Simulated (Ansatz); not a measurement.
**C₃H₆Se: a ladder of functionals and wavefunction methods**

An exercise on one series of results from a longer session: the logs are not shown, and one member is left open.

Method: functionals in def2-TZVPP, the program's frozen cores in correlated methods; program: Ansatz 0.2.0, Gaussian basis.

The runs, in order: PBE-D4, r2SCAN-D4, PBE0-D4, B3LYP-D4, ωB97X-V, ωB97M-V, B2PLYP; CCSD(T)/def2-TZVPP; MP2/def2-QZVPP; extrapolation to the limit.

### The geometry

The geometry comes from an earlier relaxation with PBE0-D4 in a triple-zeta def2 set; it is a stationary point, not always the lowest conformer.

SMILES `CC(C)=[Se]`, 10 atoms, charge 0, spin multiplicity 1.

Atoms are counted from 1 here; the program's logs count them from 0.

Bond lengths: C1–C2 1.489 Å, C1–H5 1.087 Å, C1–H6 1.097 Å, C1–H7 1.097 Å, C2–C3 1.489 Å, C2–Se4 1.765 Å, C3–H8 1.097 Å, C3–H9 1.087 Å, C3–H10 1.097 Å. Angles: C2–C1–H5 112.2°, C2–C1–H6 109.9°, C2–C1–H7 109.8°, H5–C1–H6 109.4°, H5–C1–H7 109.4°, H6–C1–H7 106.0°, C1–C2–C3 115.4°, C1–C2–Se4 122.3°, C3–C2–Se4 122.3°, C2–C3–H8 109.9°, C2–C3–H9 112.2°, C2–C3–H10 109.8°, H8–C3–H9 109.4°, H8–C3–H10 106.0°, H9–C3–H10 109.4°.

Set-up of the first run:

Contents of in.yaml:

```yaml
crystal:
  periodic: [false, false, false]
  atoms:
    - {symbol: C, position_ang: [-0.207971, 1.135422, -0.524312]}
    - {symbol: C, position_ang: [-0.385663, -0.327647, -0.312544]}
    - {symbol: C, position_ang: [0.485797, -0.931514, 0.732865]}
    - {symbol: Se, position_ang: [-1.549132, -1.280460, -1.237021]}
    - {symbol: H, position_ang: [-0.869639, 1.521571, -1.295936]}
    - {symbol: H, position_ang: [-0.390446, 1.672594, 0.414256]}
    - {symbol: H, position_ang: [0.832671, 1.347983, -0.797753]}
    - {symbol: H, position_ang: [0.315190, -0.431844, 1.694146]}
    - {symbol: H, position_ang: [0.312316, -1.999058, 0.845102]}
    - {symbol: H, position_ang: [1.539876, -0.758349, 0.484196]}
basis:
  gaussian: {orbitals: def2-TZVPP}
hamiltonian: {xc: pbe, dispersion: d4}
output: {forces: true, orbitals: {seedname: orbitals}}
```

Run with:

```
> ansatz run in.yaml --threads 4 --pin off --events-out ev --progress --plain --max-ram 10444MiB
```

Among the steps run: PBE-D4 (GGA); r2SCAN-D4 (meta-GGA); PBE0-D4 (hybrid); B3LYP-D4 (hybrid); ωB97X-V (range-separated); ωB97M-V (range-separated); B2PLYP (double hybrid); CCSD(T) in def2-TZVPP; MP2 in def2-QZVPP.

One table of the session follows, with a row left open; its other results are not shown here.

| method | atomisation energy (kJ/mol) |
| --- | --- |
| PBE-D4 | 3883.9 |
| r2SCAN-D4 | 3807.4 |
| PBE0-D4 | ? |
| B3LYP-D4 | 3795.0 |
| ωB97X-V | 3786.9 |
| ωB97M-V | 3786.8 |
| B2PLYP | 3757.6 |
| HF/def2-TZVPP | 2776.9 |
| MP2/def2-TZVPP | 3753.1 |
| CCSD/def2-TZVPP | 3644.1 |
| CCSD(T)/def2-TZVPP | 3706.1 |
| MP2/CBS | 3844.3 |
| CCSD(T)/CBS | 3797.3 |

**Question.** Estimate the row for PBE0-D4.

As computed: atomisation energy (kJ/mol): 3818.6. In the column «atomisation energy (kJ/mol)» it lies between r2SCAN-D4 (3807.4) and MP2/CBS (3844.3).
